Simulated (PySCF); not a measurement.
# C₃H₈Si: geometry, spin-spin couplings

What spin-spin couplings should C₃H₈Si (`[SiH3]C1CC1`) show?

The runs use PySCF 2.14.0, with density-fitted response routines of our own; the level of theory stands in each step. All values are computed, except where a source is named. Atoms count from 0, in the outputs and in this text.

## 1. The molecule as given

12 atoms, charge 0, multiplicity 1; geometry from: GFN2-xTB. The atoms were then displaced at random by about 0.01 Å, so the start is not that level's minimum.

Bonds of the start (Å): Si0–C1 1.90, C1–C2 1.52, C2–C3 1.50, C3–C1 1.48, Si0–H4 1.46, Si0–H5 1.43, Si0–H6 1.48, C1–H7 1.08, C2–H8 1.08, C2–H9 1.06, C3–H10 1.11, C3–H11 1.07.

## 2. Optimising the geometry at PBE0-D3(BJ)/def2-SVP

The job: settings as JSON, then the geometry in Å.

```
{"job": {"xc": "PBE0", "basis": "def2-SVP", "d3": "d3bj", "grid": 1, "shake": 0.01, "kind": "geom"}, "charge": 0, "multiplicity": 1}
Si     1.679690    -0.156800    -0.326120
C      0.004900    -0.147840     0.574740
C     -1.261820    -0.587010    -0.137430
C     -1.025260     0.855420     0.220190
H      2.541550     0.852560     0.277270
H      2.258280    -1.458780    -0.252190
H      1.439860     0.221960    -1.732710
H      0.072310    -0.400550     1.623320
H     -1.970840    -1.157080     0.442330
H     -1.173670    -0.869240    -1.158870
H     -1.666620     1.265660     1.029930
H     -0.858690     1.553440    -0.569470
```

Run with:

```sh
OMP_NUM_THREADS=1 python probes_run.py task.json out
```

One launch serves the whole session: the jobs run in the order shown.

The program printed:

```text
step   0  E = -408.14426969  max force = 0.032609
step   1  E = -408.14972219  max force = 0.005110
step   2  E = -408.14983708  max force = 0.000981
step   3  E = -408.14984809  max force = 0.000286
optimisation converged
```

Wall time 15 s (1 thread of Arm Neoverse V1, shared host); peak memory 0.41 GiB.

Relaxation path:

| step | energy from step 0 (eV) | largest force component (eV/Å) |
| --- | --- | --- |
| 0 | 0.0000 | 1.6768 |
| 1 | -0.1484 | 0.2628 |
| 2 | -0.1515 | 0.0504 |
| 3 | -0.1518 | 0.0147 |

Close pairs (by a distance rule), those that changed most:

| bond | before (Å) | after (Å) | change (Å) |
| --- | --- | --- | --- |
| Si0–H5 | 1.427 | 1.496 | +0.069 |
| Si0–H4 | 1.458 | 1.496 | +0.038 |
| Si0–C1 | 1.902 | 1.866 | -0.036 |
| C2–H9 | 1.063 | 1.094 | +0.031 |
| C1–C3 | 1.481 | 1.510 | +0.029 |
| C3–H11 | 1.067 | 1.094 | +0.027 |
| Si0–H6 | 1.476 | 1.498 | +0.021 |
| C3–H10 | 1.111 | 1.094 | -0.018 |

The end geometry stands in the next job.

| at the end point | value |
| --- | --- |
| point group (found at 0.08 Å tolerance) | Cs |
| rotational constants (GHz, main isotopes) | 14.112, 3.534, 3.309 |
| dipole moment (D) | 0.93 |

## 3. Indirect couplings: B3LYP/6-31G*

The job: settings as JSON, then the geometry in Å.

```
{"job": {"kind": "j", "xc": "B3LYP", "basis": "6-31G*"}, "charge": 0, "multiplicity": 1}
Si     1.745402    -0.216268    -0.385778
C      0.119894    -0.201770     0.529632
C     -1.151803    -0.643670    -0.154248
C     -0.954379     0.798487     0.174813
H      2.703672     0.779466     0.187980
H      2.390245    -1.564901    -0.332583
H      1.489290     0.134823    -1.818858
H      0.187604    -0.451695     1.594853
H     -1.872858    -1.217987     0.433507
H     -1.098923    -0.943159    -1.205511
H     -1.535511     1.230592     0.994394
H     -0.768164     1.495420    -0.648195
```

With the program's defaults for keys left out, this is: B3LYP/6-31G* indirect spin-spin coupling, non-relativistic, gas phase.

The program printed:

```text
coarse grid: 9848 points
cycle   1  E = -408.5923431931  dE =  2.308e-01  |g| = 3.573e-01  |ddm| = 2.901e+00
cycle   2  E = -408.5714027955  dE =  2.094e-02  |g| = 4.568e-01  |ddm| = 8.072e-01
cycle   3  E = -408.6282452279  dE = -5.684e-02  |g| = 2.647e-02  |ddm| = 4.793e-01
cycle   4  E = -408.6284023310  dE = -1.571e-04  |g| = 1.042e-02  |ddm| = 3.465e-02
cycle   5  E = -408.6284236749  dE = -2.134e-05  |g| = 4.996e-03  |ddm| = 1.271e-02
cycle   6  E = -408.6284299773  dE = -6.302e-06  |g| = 2.294e-04  |ddm| = 4.562e-03
final grid: 88528 points
cycle   7  E = -408.5860040124  dE = -1.118e-05  |g| = 4.831e-03  |ddm| = 1.405e-02
cycle   8  E = -408.5859996421  dE =  4.370e-06  |g| = 6.355e-03  |ddm| = 1.077e-02
cycle   9  E = -408.5860104622  dE = -1.082e-05  |g| = 2.105e-04  |ddm| = 6.118e-03
cycle  10  E = -408.5860104725  dE = -1.031e-08  |g| = 9.114e-05  |ddm| = 3.043e-04
cycle  11  E = -408.5860104744  dE = -1.892e-09  |g| = 2.798e-05  |ddm| = 9.179e-05
cycle  12  E = -408.5860104746  dE = -1.954e-10  |g| = 4.908e-06  |ddm| = 3.518e-05
converged SCF energy = -408.5860104746

Indirect spin-spin couplings (Hz)
  i      j    bonds     total        FC       PSO       DSO        SD
  0 Si   1 C    1    -77.998   -78.404     1.559    -0.092    -1.062
  0 Si   2 C    2      1.107     0.873     0.190     0.020     0.023
  0 Si   3 C    2      1.143     0.912     0.188     0.020     0.023
  0 Si   4 H    1   -175.347  -175.595     0.786    -0.179    -0.359
  0 Si   5 H    1   -175.284  -175.531     0.787    -0.179    -0.361
  0 Si   6 H    1   -176.219  -176.472     0.790    -0.200    -0.338
  0 Si   7 H    2     -1.032    -1.334     0.257     0.165    -0.119
  0 Si   8 H    3     -3.458    -3.578    -0.139     0.276    -0.017
  0 Si   9 H    3     -7.035    -7.134     0.069    -0.012     0.042
  0 Si  10 H    3     -3.464    -3.583    -0.139     0.276    -0.018
  0 Si  11 H    3     -7.023    -7.121     0.067    -0.011     0.041
  1 C    2 C    1     20.738    21.050    -0.514     0.201         -
  1 C    3 C    1     20.653    20.966    -0.514     0.201         -
  1 C    4 H    2      5.597     5.826    -0.062    -0.168         -
  1 C    5 H    2      5.606     5.837    -0.062    -0.169         -
  1 C    6 H    2      2.462     2.648    -0.033    -0.153         -
  1 C    7 H    1    161.460   159.506     0.903     1.051         -
  1 C    8 H    2     -2.358    -2.394     0.304    -0.269         -
  1 C    9 H    2     -0.827    -0.928     0.348    -0.247         -
  1 C   10 H    2     -2.362    -2.398     0.303    -0.267         -
  1 C   11 H    2     -0.834    -0.933     0.349    -0.250         -
  2 C    3 C    1     25.214    25.845    -0.804     0.173         -
  2 C    4 H    3      6.064     6.336     0.127    -0.399         -
  2 C    5 H    3      0.169     0.285     0.032    -0.149         -
  2 C    6 H    3      1.371     1.311     0.046     0.014         -
  2 C    7 H    2     -2.682    -2.749     0.327    -0.259         -
  2 C    8 H    1    172.645   171.171     0.648     0.825         -
  2 C    9 H    1    172.492   170.984     0.652     0.856         -
  2 C   10 H    2     -1.958    -1.879     0.279    -0.358         -
  2 C   11 H    2     -2.180    -2.131     0.282    -0.331         -
  3 C    4 H    3      0.215     0.329     0.032    -0.146         -
  3 C    5 H    3      6.052     6.325     0.127    -0.400         -
  3 C    6 H    3      1.304     1.244     0.048     0.012         -
  3 C    7 H    2     -2.704    -2.771     0.324    -0.257         -
  3 C    8 H    2     -1.983    -1.903     0.278    -0.358         -
  3 C    9 H    2     -2.204    -2.157     0.282    -0.329         -
  3 C   10 H    1    172.490   171.012     0.653     0.825         -
  3 C   11 H    1    172.484   170.977     0.651     0.856         -
  4 H    5 H    2      5.209     6.839     0.215    -1.845         -
  4 H    6 H    2      2.787     4.442     0.174    -1.829         -
  4 H    7 H    3     -0.333     0.083     0.113    -0.529         -
  4 H    8 H    4      0.911     1.705     0.694    -1.488         -
  4 H    9 H    4     -1.086    -0.030     0.435    -1.491         -
  4 H   10 H    4     -0.472    -0.069     0.385    -0.788         -
  5 H    6 H    2      2.718     4.370     0.173    -1.825         -
  5 H    7 H    3     -0.287     0.123     0.109    -0.520         -
  5 H    8 H    4     -0.479    -0.072     0.387    -0.793         -
  5 H   10 H    4      0.884     1.678     0.692    -1.485         -
  5 H   11 H    4     -1.092    -0.033     0.438    -1.497         -
  6 H    7 H    3      7.163     8.616     0.869    -2.322         -
  6 H    8 H    4     -0.762    -0.234     0.741    -1.269         -
  6 H    9 H    4      0.532    -0.070    -0.559     1.161         -
  6 H   10 H    4     -0.767    -0.235     0.743    -1.274         -
  6 H   11 H    4      0.520    -0.066    -0.547     1.133         -
  7 H    8 H    3      9.435     9.502     0.042    -0.109         -
  7 H    9 H    3      5.467     6.433     1.672    -2.638         -
  7 H   10 H    3      9.492     9.554     0.033    -0.095         -
  7 H   11 H    3      5.427     6.392     1.668    -2.633         -
  8 H    9 H    2     -6.892    -5.815     1.680    -2.758         -
  8 H   10 H    3      7.947     8.201     0.169    -0.423         -
  8 H   11 H    3      3.644     4.708     1.641    -2.704         -
  9 H   10 H    3      3.711     4.775     1.643    -2.708         -
  9 H   11 H    3      8.049     8.191     0.114    -0.257         -
 10 H   11 H    2     -6.975    -5.903     1.674    -2.746         -
```

It took 6.4 s on 1 thread of Arm Neoverse V1, shared host; peak memory 0.45 GiB.

This basis has no tight s functions, so the Fermi-contact terms are rough.

Couplings of 1 Hz or more over one to four bonds, nine at most for each number, with means over like pairs (isotopes 13C, 1H, 29Si):

```
  pair  bonds  J (Hz)  Fermi contact (Hz)  dihedral (°)
Si0–H4      1  -175.6              -175.9             –
 C2–H8      1   172.6               171.1             –
 C2–H9      1   172.5               171.0             –
 C1–H7      1   161.5               159.5             –
Si0–C1      1   -78.0               -78.4             –
 C2–C3      1    25.2                25.8             –
 C1–C2      1    20.7                21.0             –
 H8–H9      2    -6.9                -5.9             –
 C1–H4      2     4.6                 4.8             –
 H4–H5      2     3.6                 5.2             –
 C2–H7      2    -2.7                -2.8             –
 C1–H8      2    -2.4                -2.4             –
C2–H11      2    -2.2                -2.1             –
C2–H10      2    -2.0                -1.9             –
Si0–C2      2     1.1                 0.9             –
Si0–H7      2    -1.0                -1.3             –
 H7–H8      3     9.5                 9.5            -3
H9–H11      3     8.0                 8.2             0
H8–H10      3     7.9                 8.2             0
Si0–H9      3    -7.0                -7.1            -2
 H7–H9      3     5.4                 6.4          -147
H8–H11      3     3.7                 4.7          -144
Si0–H8      3    -3.5                -3.6           142
 C2–H4      3     2.5                 2.6             –
 H4–H7      3     2.2                 2.9             –
```

Means hide unlike values in this fixed geometry: C2–H4 from 0.2 to 6.1 Hz; H4–H7 from -0.3 to 7.2 Hz. They hold only if the pairs exchange fast.

The spin-dipole term was solved for some atoms only; pairs without it lack that part.

## 4. What came out

| quantity | value |
| --- | --- |
| point group | Cs |
| rotational constants (main isotopes) | 14.11, 3.53, 3.31 GHz |
| largest coupling of the table (B3LYP/6-31G*) | ¹J(Si,H) Si0–H4, -175.6 Hz (mean over like pairs) |

In words: The start of the PBE0/def2-SVP relaxation was shaken at random by about 0.01 Å, so part of the energy gained, and of the first lengths quoted, undoes that. The optimisation took 3 steps and gained 0.152 eV; among the close pairs (by a distance rule), Si0–H5 changed most, from 1.427 to 1.496 Å. No frequency check was run at this level, so the end point may be a saddle. In the run at B3LYP/6-31G*, the largest coupling of the table is Si0–H4 (mean over like pairs), -175.6 Hz, of which the Fermi-contact term gives -175.9 Hz. Couplings across rotatable bonds belong to this one conformer; where others are populated, the observed values are averages. Couplings from bases without tight functions are rough.
